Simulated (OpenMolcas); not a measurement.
# O⁺: CASSCF and CASPT2 terms and fine-structure levels

Aim: the low terms and levels of O⁺, with their order and spacing, then second-order correlation under several settings.

The numbers are computed with OpenMolcas 26.06 (state-averaged CASSCF and CASPT2, spin-orbit coupling by RASSI with atomic mean-field integrals), except any that are marked as measured or tabulated.

## (1) Starting point

| Item | Value |
| --- | --- |
| Species | O⁺ (oxygen, Z = 8, 7 electrons) |
| Basis | ANO-R3 [4s4p2d1f], 33 functions |
| Scalar Hamiltonian | X2C, finite nucleus |
| Inactive shells | 1s 2s |
| Active space | 3 electrons in 3 orbitals (2p) |
| Some configurations of this space | 2s² 2p³ |
| Orbitals | optimised for the highest spin of each parity, averaged over all roots |

The outer shells:

2s2 2p3
```
2s [↑↓]
2p [↑ ][↑ ][↑ ]
```

The work runs as a chain of OpenMolcas steps in one folder; each step below is one input file. Labels, J, g values, rates, χT and fits are worked out afterwards by a script from the matrices that RASSI stores.

## (2) GATEWAY and SEWARD: basis and integrals

The input, a.inp:

```
&GATEWAY
Coord
1

O 0.0 0.0 0.0
Basis=ANO-R3
Group=XYZ
NoMove
AngMom=0.0 0.0 0.0
AMFI
&SEWARD
```

On the command line:

```console
$ OMP_NUM_THREADS=1 MOLCAS_MEM=2252 MOLCAS_PROJECT=a pymolcas a.inp > a.log
```

## (3) CASSCF: quartets of odd parity, 1 root

The input, a.inp:

```
&RASSCF
FileOrb=start.orb
Symmetry=2
Spin=4
nActEl=3 0 0
Inactive=2 0
Ras2=0 3
CIRoot=1 1 1
SDav=1
CIMx=300
Iter=120 100
PrWF=0.3
OrbListing=Nothing
MaxOrb=0
Atom
>>> COPY $Project.JobIph JOB001
```

start.orb holds the contracted functions of the basis, ordered by shell, or the orbitals of the step before.

## (4) Reference wave functions, doublets of odd parity, 8 roots

The input, a.inp:

```
&RASSCF
FileOrb=start.orb
Symmetry=2
Spin=2
nActEl=3 0 0
Inactive=2 0
Ras2=0 3
CIRoot=8 8 1
SDav=8
CIMx=300
Iter=120 100
PrWF=0.3
OrbListing=Nothing
MaxOrb=0
Atom
CIOnly
>>> COPY $Project.JobIph JOB002
```

## (5) State interaction with spin-orbit coupling

The input, a.inp:

```
&RASSI
NrOfJobIphs=2 1 8
1
1 2 3 4 5 6 7 8
IphNames
JOB001
JOB002
EJob
SpinOrbit
DIPRint=1.0
SOCoupling=1000.0
Subsets=2
MEES
Property=10
'ANGMOM' 1 'ANGMOM' 2 'ANGMOM' 3 'MLTPL  1' 1 'MLTPL  1' 2 'MLTPL  1' 3
'AMFI' 1 'AMFI' 2 'AMFI' 3 'MLTPL  2' 6
SOProperty=3
'ANGMOM' 1 'ANGMOM' 2 'ANGMOM' 3
```

## (6) CASPT2: IPEA 0.4, sigma1 regulariser 0.5 (closed shells correlated: 1s 2s)

The input, a.inp:

```
>>> COPY JOB001 $Project.JobIph
&CASPT2
Multistate=1 1
Frozen=0 0
IPEA=0.4
Sig1=0.5
MaxIter=60
WThr=0.0 0.3 0.05
PrWF=0.5
NoMix
>>> COPY JOB002 $Project.JobIph
&CASPT2
Multistate=8 1 2 3 4 5 6 7 8
Frozen=0 0
IPEA=0.4
Sig1=0.5
MaxIter=60
WThr=0.0 0.3 0.05
PrWF=0.5
NoMix
```

## (7) CASPT2: IPEA 0.3, imaginary shift 0.1 (closed shells correlated: 1s 2s)

Changes to a.inp since step 6:

```diff
@@ -4,4 +4,4 @@
 Frozen=0 0
-IPEA=0.4
-Sig1=0.5
+IPEA=0.3
+Imaginary=0.1
 MaxIter=60
@@ -14,4 +14,4 @@
 Frozen=0 0
-IPEA=0.4
-Sig1=0.5
+IPEA=0.3
+Imaginary=0.1
 MaxIter=60
```

## (8) CASPT2: IPEA 0.2, sigma2 regulariser 0.2 (closed shells correlated: 1s 2s)

Changes to a.inp since step 7:

```diff
@@ -4,4 +4,4 @@
 Frozen=0 0
-IPEA=0.3
-Imaginary=0.1
+IPEA=0.2
+Sig2=0.2
 MaxIter=60
@@ -13,5 +13,6 @@
 Multistate=8 1 2 3 4 5 6 7 8
+NoMult
 Frozen=0 0
-IPEA=0.3
-Imaginary=0.1
+IPEA=0.2
+Sig2=0.2
 MaxIter=60
```

(Steps that only read results are left out.)

**Question.** What will these runs give? Wanted: lowest level; first excited level; spin-orbit lowering of the lowest level; strongest of the lines computed, by gA.

As calculated:

| quantity | value |
| --- | --- |
| method | SS-CASPT2, IPEA 0.4, sigma1 regulariser 0.5 (closed shells correlated: 1s 2s) |
| lowest level | 2s² 2p³ ⁴S°_3/2, 100 % of that term, g = 2.002 |
| ground level listed by NIST | 4S°3/2 |
| first excited level | 2s² 2p³ ²D°_3/2 at 27570 cm⁻¹ |
| spin-orbit lowering of the lowest level | 0.8 cm⁻¹ |
| strongest of the lines computed, by gA (one parity, so forbidden lines), at SS-CASPT2 energies | 2s² 2p³ ²P°_3/2 → 2s² 2p³ ²D°_5/2, 627.5 nm, A = 2.06e-01 s⁻¹ |

What each method costs and misses:

```csv
method,time of its own steps,time with the reference,mean absolute difference from the measured levels (cm-1)
A. CASSCF,2.3 s,2.3 s,7500
"B. SS-CASPT2, IPEA 0.4, sigma1 regulariser 0.5, +1s 2s",0.98 s,3.3 s,1900
"C. SS-CASPT2, IPEA 0.3, imaginary shift 0.1, +1s 2s",0.98 s,3.3 s,2000
"D. SS-CASPT2, IPEA 0.2, sigma2 regulariser 0.2, +1s 2s",0.93 s,3.2 s,2000
```

Times are of one thread on a shared host.

What this shows: Second-order correlation (method B) scales the levels of the lowest configuration above 5000 cm⁻¹ by 0.85 to 0.89. Method B lies closest to the measured levels (1900 cm⁻¹ on average, level with C, level with D) and A farthest (7500). Only the configurations of the active space and the roots asked for are present. The doublets rest on orbitals optimised for another spin in at least one step, which raises them against the optimised states. CASPT2 does not keep the components of a term degenerate, and the means are used. With the s shell closed, the highest p terms come out too high. Levels of other configurations are missing from the list.
